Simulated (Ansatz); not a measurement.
**AlAs (singlet): from Hartree-Fock to the top rungs at distance Al1–As2 = 4.045 Å, 6-31G**

One table from this session's results is given with a row withheld; the runs are named, their logs left out.

Computed with Ansatz 0.2.0, Gaussian basis. Level: 6-31G, core rule «outside noble gas», up to 19 orbitals frozen.

The runs, in order: UHF; CCSD(T) on RHF; CCSD(T) on UHF; BCCD(T) on RHF; CISD; CCSDT(Q) on RHF; CCSDT(Q) on UHF; CCSDTQ on RHF; CASSCF and MRCISD+Q, 2 electrons in 2 orbitals; CASSCF and NEVPT2, 2 electrons in 2 orbitals; CASSCF and MRCISD+Q, 8 electrons in 8 orbitals; CASSCF and NEVPT2, 8 electrons in 8 orbitals; Full CI.

23 further runs of the same task are left out: 19 that didn't finish, 4 set aside as unsound or not needed.

## What is computed

The geometry derives from a PBE0/def2-TZVP stationary point (not a proven minimum). One bond is set to the value named and the two fragments are kept rigid. No spin-orbit coupling is included. The filled d shell of As may be among the frozen orbitals whatever the setting's name suggests; the logs give the count.

2 atoms, charge 0, spin multiplicity 1.

Atoms are counted from 1 here; the program's logs count them from 0.

No contacts short enough for the rule that draws bonds.

The first run:

File in.yaml:

```yaml
crystal:
  periodic: [false, false, false]
  atoms:
    - {symbol: Al, position_ang: [0.000000, 0.000000, 0.000000]}
    - {symbol: As, position_ang: [0.000000, 0.000000, 4.045000]}
basis:
  gaussian: {orbitals: 6-31G}
magnetization: {spin_polarized: true, initial_magnetization: 0}
hamiltonian: {xc: hf}
output: {orbitals: {seedname: orbitals}}
```

Launch:

```
$ ansatz run in.yaml --threads 1 --pin off --events-out ev --progress --plain --max-ram 2393MiB
```

Among the steps run: UHF; CCSD(T) on RHF; CCSD(T) on UHF; BCCD(T) on RHF; CISD; CCSDT(Q) on RHF; CCSDT(Q) on UHF; CCSDTQ on RHF; CASSCF and MRCISD+Q, 2 electrons in 2 orbitals; CASSCF and NEVPT2, 2 electrons in 2 orbitals; CASSCF and MRCISD+Q, 8 electrons in 8 orbitals; CASSCF and NEVPT2, 8 electrons in 8 orbitals; Full CI.

One table of the session follows, with a row left open; its other results are not shown here.

| method | from FCI (meV) |
| --- | --- |
| RHF | +3041.4 |
| RMP2 | +1240.4 |
| CISD | +599.4 |
| RCCSD | +271.8 |
| RCCSD(T) | +111.4 |
| BCCD(T) | +119.2 |
| RCCSDT | ? |
| RCCSDT(Q) | +0.4 |
| RCCSDTQ | +2.8 |
| CASSCF valence | +895.2 |
| NEVPT2 valence | +283.6 |
| MRCISD valence | +43.9 |
| MRCISD+Q valence | +20.1 |
| FCI | 0 |

Estimate the missing values for RCCSDT.

**Answer.** from FCI (meV): +55.7. In the column «from FCI (meV)» it lies between MRCISD valence (+43.9) and RCCSD(T) (+111.4).

Left out of the table: CASSCF pair, NEVPT2 pair, MRCISD pair, MRCISD+Q pair (the active space lost an orbital or holds another state than full CI finds).

Caveats from the session: The report flags that the cluster equations may have other roots. Left out of the table: UHF, UMP2, UCCSD, UCCSD(T), UCCSDT, UCCSDT(Q) (another determinant or state than the rows shown). The program flags RCCSDT(Q), RCCSDTQ as in doubt, so those rows may rest on another solution; read them beside their warnings.
